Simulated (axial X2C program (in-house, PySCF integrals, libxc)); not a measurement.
# A two-component session on AuSe⁺: properties at the nuclei

Wanted for AuSe⁺: properties at the nuclei, at the two-component level.

The runs use an in-house X2C program for linear molecules on PySCF integrals; two-component X2C with atomic mean-field terms, Au dyall-cv3z, Se dyall-cv3z.

All values are calculated.

### Step 1. Input

Input file task.json:

```json
{
 "zs": [
  79,
  34
 ],
 "q": 1,
 "bas": [
  "dyall-cv3z",
  "dyall-cv3z"
 ],
 "r0": 2.28,
 "levels": [
  "PBE0",
  "HF",
  "BP86",
  "BHandHLYP",
  "TPSSh"
 ],
 "nst": 3
}
```

Keys: zs atomic numbers; q charge; bas basis sets; r0 starting distance in Å; levels methods (HF also brings MP2); nst determinants followed.

Started as:

```sh
python soeom.py task.json out
```

After this run come: Expectation values, lowest determinant; Expectation values, a higher determinant; Expectation values, a higher determinant.

Before running it: what results should come out? Wanted: lowest determinant; Eeff magnitude; Ws magnitude Au; A∥/gI Au; qzz Au; higher determinant; qzz Se (for each run or level that gives them).

**Answer**, as computed:

```
                                        quantity                                            value
                              lowest determinant  Ω = 1 (excess of +ω over −ω: ω = -1/2, ω = 3/2)
                    Eeff magnitude (GV/cm), PBE0                                             1.51
                     Ws magnitude Au (kHz), PBE0                                            0.368
                            A∥/gI Au (MHz), PBE0                                            -1500
                             qzz Au (a.u.), PBE0                                             1.15
                              higher determinant                             Ω = 0 (closed shell)
         qzz Au (a.u.), PBE0, higher determinant                                             1.55
         qzz Se (a.u.), PBE0, higher determinant                                            -1.67
                              higher determinant   Ω = 2 (excess of +ω over −ω: ω = 1/2, ω = 3/2)
Eeff magnitude (GV/cm), PBE0, higher determinant                                             4.62
 Ws magnitude Au (kHz), PBE0, higher determinant                                             2.35
        A∥/gI Au (MHz), PBE0, higher determinant                                              281
         qzz Au (a.u.), PBE0, higher determinant                                             1.69
```

In the first state, the effective field runs from 0.318 to 7.26 GV/cm over the mean-field levels, so the levels don't agree on it. The expectation values come from single determinants, which for open shells can mix terms of unlike spin or miss the lowest Ω, so a determinant need not be a state. Eeff is the effective electric field on the electron dipole moment in this Ω state and Ws the scalar–pseudoscalar constant (defined with the proton number Z and per Ω); A∥ is the parallel hyperfine constant, which follows by multiplying with the nuclear g factor gI = μI/(I μN); qzz is the electric field gradient, eQq0 = 234.96 MHz × Q/barn × qzz. The operators were transformed with the bare-nucleus X2C matrices.
